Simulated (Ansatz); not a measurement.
# CH7B2N: the cost of one run

Program: Ansatz 0.2.0. Level of theory: RKS PBE-D4/def2-mTZVP. These are calculated values, not measurements.

**1. The system as given**

Bond lengths: C1–B2 1.582 Å, B2–B3 1.657 Å, B3–N4 1.388 Å, C1–H5 1.090 Å, C1–H6 1.091 Å, C1–H7 1.088 Å, B2–H8 1.181 Å, B3–H9 1.185 Å, N4–H10 1.008 Å, N4–H11 1.006 Å. Angles (14 of 15 angles, heavy atoms first): C1–B2–B3 123.2°, B2–B3–N4 125.0°, C1–B2–H8 114.5°, B3–B2–H8 122.1°, B2–C1–H5 112.5°, B2–C1–H6 107.8°, B2–C1–H7 115.1°, B2–B3–H9 120.4°, N4–B3–H9 114.6°, B3–N4–H10 124.2°, B3–N4–H11 123.8°, H5–C1–H6 105.7°, H5–C1–H7 108.1°, H6–C1–H7 107.0°.

As a file:

```xyz
11

C    -0.5247    1.6037    0.5107
B    -0.7968    0.2077   -0.1822
B     0.4120   -0.7842   -0.7296
N     0.9904   -1.8125    0.0014
H    -1.1950    1.7913    1.3489
H    -0.7382    2.3863   -0.2193
H     0.4964    1.7574    0.8532
H    -1.9380   -0.0390   -0.3569
H     0.8496   -0.6488   -1.8223
H     1.7234   -2.4106   -0.3452
H     0.7210   -2.0513    0.9413
```

**2. End point A**

Input file input.yaml:

```yaml
crystal:
  periodic: [false, false, false]
  atoms:
    - { symbol: C, position_ang: [-0.52469, 1.60366, 0.51074] }
    - { symbol: B, position_ang: [-0.79681, 0.20773, -0.18219] }
    - { symbol: B, position_ang: [0.41197, -0.78422, -0.72964] }
    - { symbol: "N", position_ang: [0.99037, -1.81254, 0.0014] }
    - { symbol: H, position_ang: [-1.19502, 1.79132, 1.34894] }
    - { symbol: H, position_ang: [-0.73818, 2.38632, -0.21934] }
    - { symbol: H, position_ang: [0.49639, 1.75743, 0.85317] }
    - { symbol: H, position_ang: [-1.93804, -0.03896, -0.35685] }
    - { symbol: H, position_ang: [0.8496, -0.64884, -1.82233] }
    - { symbol: H, position_ang: [1.72344, -2.41062, -0.34518] }
    - { symbol: H, position_ang: [0.72096, -2.05127, 0.94129] }
basis:
  gaussian: { orbitals: def2-mTZVP }
hamiltonian:
  xc: pbe
  dispersion: d4
relax:
  f_tol: 0.015
  max_steps: 40
output:
  orbitals: {}
```

Launch:

```console
> ansatz run input.yaml --threads 2 --pin off --max-ram 3072MiB --backend cpu --events-out ev --progress --plain --runs-dir out
```

What time and memory should one allow on 2 threads of Arm Neoverse V1, shared host?

About 14 s, with a peak of 0.17 GiB.
